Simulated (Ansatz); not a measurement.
# Re: how the settings move a relaxation

How sensitive is a relaxation of Re to its settings? A reference run comes first, then two runs with altered input.

Method: reference: DFT, r2SCAN, PAW with Ansatz's default frozen-core files, scalar-relativistic; relaxation of cell and atoms, in Ansatz 0.2.0.

### 1 The starting structure

Symmetry: Fm-3m, No. 225, cubic system. Conventional cell: a = 3.950 Å, b = 3.950 Å, c = 3.950 Å, α = 90.00°, β = 90.00°, γ = 90.00°. Re (site symmetry m-3m) is surrounded by 12 Re at 2.79 Å.

Structure file:

```xyz
1
Lattice="0.0000 1.9750 1.9750 1.9750 0.0000 1.9750 1.9750 1.9750 0.0000" Properties=species:S:1:pos:R:3 pbc="T T T"
Re    0.0000    0.0000    0.0000
```

### 2 The reference run

input.yaml reads:

```yaml
crystal:
  lattice:
    - [0.0, 1.975, 1.975]
    - [1.975, 0.0, 1.975]
    - [1.975, 1.975, 0.0]
  atoms:
    - { symbol: Re, position: [0.0, 0.0, 0.0] }
kpoints:
  mp_grid: { grid: [14, 14, 14] }
scf:
  occupations: { method: fermi_dirac, width: 0.08 }
hamiltonian:
  xc: r2scan
  pseudopotentials: { kind: paw }
relax:
  f_tol: 0.002
  max_steps: 80
  cell: {}
output:
  forces: true
  stress: true
  write_density: true
  write_potential: true
  elf: true
  volumetric_format: npy
```

Command:

```sh
> ansatz run input.yaml --threads 2 --pin off --max-ram 6144MiB --backend cpu --events-out ev --progress --plain --runs-dir out
```

### 3 Changing settings: ecutwfc 51.4 Ry

input.yaml: that of step 2 with these lines changed.

```diff
@@ -25 +25,3 @@
   volumetric_format: npy
+basis:
+  ecutwfc: "51.4 Ry"
```

### 4 Changing settings: occupations.method gaussian, occupations.width 0.005

input.yaml: that of step 2 with these lines changed.

```diff
@@ -10,3 +10,3 @@
 scf:
-  occupations: { method: fermi_dirac, width: 0.08 }
+  occupations: { method: gaussian, width: 0.005 }
 hamiltonian:
@@ -21,5 +21 @@
   stress: true
-  write_density: true
-  write_potential: true
-  elf: true
-  volumetric_format: npy
```

Q: Predict the outcome of this session. Wanted: for each run, ending; energy change; pressure; gap; force.

**Answer**, as computed:

| run | ending | energy change | pressure (GPa) | gap (eV) | force (eV/Å) | cycles | time |
| --- | --- | --- | --- | --- | --- | --- | --- |
| reference | converged | 0 | 0.0 | 0.00 | 0.00 | 33 | 9.9 s |
| 1: ecutwfc 51.4 Ry | converged | -1.4 meV/atom | 0.0 | 0.00 | 0.00 | 32 | 11 s |
| 2: occupations.method gaussian, occupations.width 0.005 | converged | +1.6 meV/atom (σ→0) | 0.0 | 0.00 | 0.00 | - | 8.8 s |

Times don't compare one to one where runs were asked for different outputs or read a saved state (see the inputs); cycles may leave out searches for a lower state.

What this shows: No change moves the result by more than the table shows.
